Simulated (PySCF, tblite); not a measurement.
# FH₉OSi₄: geometry, infrared bands and NMR shifts

Aim: predict the infrared bands and NMR shifts of FH₉OSi₄ (`F[Si@@H](O[SiH3])[SiH2][SiH3]`).

Computed with tblite 0.8.0 and PySCF 2.14.0, with density-fitted response routines of our own, on a single molecule in the gas phase. Atoms count from 0, in the outputs and in this text.

### 1 The molecule as given

15 atoms, charge 0, multiplicity 1; geometry from: force field or distance geometry start.

Bonds of the start (Å): F0–Si1 1.69, Si1–O2 1.69, O2–Si3 1.73, Si1–Si4 2.23, Si4–Si5 2.23, Si1–H6 1.48, Si3–H7 1.46, Si3–H8 1.47, Si3–H9 1.45, Si4–H10 1.46, Si4–H11 1.47, Si5–H12 1.48, Si5–H13 1.47, Si5–H14 1.48.

### 2 Relaxing the molecule with GFN2-xTB

What the job is given:

```
{"job": {"kind": "relax", "xc": "GFN2-xTB", "basis": "xTB"}, "charge": 0, "multiplicity": 1}
F     -0.292400     1.636600     0.483400
Si    -0.545600    -0.001300     0.167100
O     -1.663700    -0.205900    -1.082100
Si    -3.209400     0.281500    -0.465300
Si     1.360100    -1.015100    -0.405600
Si     3.069800     0.357800    -0.006000
H     -1.068200    -0.693400     1.366100
H     -4.216600    -0.671000    -0.925000
H     -3.067800     0.253500     1.002600
H     -3.485300     1.640300    -0.885600
H      1.537900    -2.246700     0.354300
H      1.326900    -1.262100    -1.854300
H      3.180300     0.557000     1.451600
H      4.274600    -0.271300    -0.561400
H      2.794700     1.648100    -0.673100
```

Launch:

```console
OMP_NUM_THREADS=1 python probes_run.py task.json out
```

One launch serves the whole session: the jobs run in the order shown.

**Question.** This job is followed by: GFN2-xTB harmonic vibrations, gas phase; GIAO PBE0/pcSseg-1 NMR shielding, non-relativistic, gas phase. Predict these results of the whole session: strongest single infrared mode (GFN2-xTB); zero-point energy (GFN2-xTB); ¹H shifts against TMS (PBE0/pcSseg-1, means over atoms taken as alike); ¹⁹F shifts against CFCl3 (PBE0/pcSseg-1); ²⁹Si shifts against TMS (PBE0/pcSseg-1); ¹⁷O shifts against H2O (PBE0/pcSseg-1).

**Answer**, as computed:

```
                                                              quantity                             value
                             strongest single infrared mode (GFN2-xTB)              613 cm⁻¹, 666 km/mol
                                          zero-point energy (GFN2-xTB)                     49.7 kcal/mol
¹H shifts against TMS (PBE0/pcSseg-1, means over atoms taken as alike)  5.72, 5.23, 3.70, 3.19, 3.18 ppm
                              ¹⁹F shifts against CFCl3 (PBE0/pcSseg-1)                        -147.2 ppm
                               ²⁹Si shifts against TMS (PBE0/pcSseg-1)    1.1, -42.0, -119.1, -135.9 ppm
                                ¹⁷O shifts against H2O (PBE0/pcSseg-1)                          59.6 ppm
```

In words: The optimisation took 251 steps and gained 1.217 eV; among the close pairs (by a distance rule), O2–Si3 changed most, from 1.734 to 1.619 Å. The lowest mode is imaginary (26i cm⁻¹), so the xTB geometry is not a minimum. The strongest single mode, at 613 cm⁻¹, is spread over many atoms; the largest shares are those of H11, H10. Unscaled tight-binding wavenumbers are off by several per cent, some by more. Its intensities can rank the bands wrongly.
